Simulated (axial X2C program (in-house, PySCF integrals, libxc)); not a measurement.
# GaOH⁺: bond lengths and stretches, held linear

How do method and spin–orbit coupling move the bonds and stretches of GaOH⁺, held linear?

Program: an in-house X2C program for linear molecules on PySCF integrals. Level of theory: all-electron X2C, two-component (2c) or spin-free, Ga dyall-v3z, O dyall-av3z, H dyall-v3z. These are calculated values, not measurements.

All values are calculated.

2 further runs of the same task are left out: 2 set aside as unsound or not needed.

## Step 1: Input

task.json reads:

```json
{"zs": [31, 8, 1], "q": 1, "bas": ["dyall-v3z", "dyall-av3z", "dyall-v3z"], "r0": [1.87, 0.96], "symm": 0, "scan": ["PBE0", "HF", "r2SCAN"], "levels": ["PBE0", "HF", "B3LYP"], "nst": 2}
```

Keys: zs atomic numbers; q charge; bas basis sets; r0 starting distance in Å; symm equal bonds; scan levels of the two-bond scan (MP2 follows by itself at each HF point); levels methods; nst determinants followed.

The run is started by

```sh
python solin.py task.json out
```

Masses Ga 68.926, O 15.995, H 1.008 u.

## Step 2: Scan at PBE0, 2c

State: Ω = 1/2 (beyond evenly filled blocks: ω = 1/2). Energies above the lowest point, from the job's result record:

```
r(Ga–O) (Å)  r(O–H) (Å)  E (meV)
     1.6146      0.9370    56.63
     1.6146      0.9610    42.48
     1.6146      0.9850    58.36
     1.6560      0.9370    14.79
     1.6560      0.9610     0.00
     1.6560      0.9850    15.25
     1.6560      1.0091    56.08
     1.6974      0.9370    43.79
     1.6974      0.9610    28.26
     1.6974      0.9850    42.75
     1.7388      0.9610   112.74
     1.7388      1.0091   165.58
```

A quadratic surface with cubic terms in each bond gives the minimum at 1.659 and 0.960 Å, force constants 6.52, 8.38 and coupling -0.12 mdyn/Å.

## Step 3: Scan at HF, 2c

State: Ω = 1/2 (beyond evenly filled blocks: ω = 1/2). Energies above the lowest point, from the job's result record:

```
r(Ga–O) (Å)  r(O–H) (Å)  E (meV)
     1.6146      0.9370    34.13
     1.6146      0.9610    46.23
     1.6146      0.9850    88.60
     1.6560      0.9370     0.00
     1.6560      0.9610    11.57
     1.6560      0.9850    53.42
     1.6560      1.0091   121.18
     1.6974      0.9370    41.39
     1.6974      0.9610    52.36
     1.6974      0.9850    93.60
     1.7388      0.9610   153.53
     1.7388      1.0091   260.58
```

A quadratic surface with cubic terms in each bond gives the minimum at 1.653 and 0.941 Å, force constants 7.16, 9.52 and coupling -0.10 mdyn/Å.

## Step 4: Scan at r2SCAN, 2c

State: Ω = 1/2 (beyond evenly filled blocks: ω = 1/2). Energies above the lowest point, from the job's result record:

```
r(Ga–O) (Å)  r(O–H) (Å)  E (meV)
     1.6146      0.9370    57.13
     1.6146      0.9610    40.33
     1.6146      0.9850    53.26
     1.6560      0.9370    17.41
     1.6560      0.9610     0.00
     1.6560      0.9850    12.33
     1.6560      1.0091    49.96
     1.6974      0.9370    48.16
     1.6974      0.9610    30.03
     1.6974      0.9850    41.64
     1.7388      0.9610   116.03
     1.7388      1.0091   162.92
```

A quadratic surface with cubic terms in each bond gives the minimum at 1.658 and 0.963 Å, force constants 6.52, 8.18 and coupling -0.12 mdyn/Å.

## Step 5: The levels side by side

| level | r(Ga–O) (Å) | r(O–H) (Å) | lower stretch (cm⁻¹) | upper stretch (cm⁻¹) |
| --- | --- | --- | --- | --- |
| PBE0, 2c | 1.659 | 0.960 | 898.4 | 3882.6 |
| HF, 2c | 1.653 | 0.941 | 942.2 | 4137.1 |
| r2SCAN, 2c | 1.658 | 0.963 | 898.5 | 3836.0 |
| MP2, 2c | 1.659 | 0.962 | 909.7 | 3870.1 |
| PBE0, spin-free | 1.658 | 0.960 | 898.6 | 3882.4 |
| HF, spin-free | 1.652 | 0.941 | 942.4 | 4137.0 |
| r2SCAN, spin-free | 1.657 | 0.963 | 898.8 | 3835.9 |
| MP2, spin-free | 1.658 | 0.962 | 909.9 | 3869.9 |

Scans not shown above were run alike.

In words: Over the levels the Ga–O bond spans 1.652 to 1.659 Å and the O–H bond 0.941 to 0.963 Å. At PBE0 spin–orbit coupling leaves both bonds unchanged to 0.001 Å. Each state is one determinant, the lowest of a limited PBE0 search; the stretches come from a fit to few points and are good to some per cent at best. MP2 freezes inner shells (threshold -2 hartree). The molecule was held linear; bending was not examined, so a bent shape may lie lower.
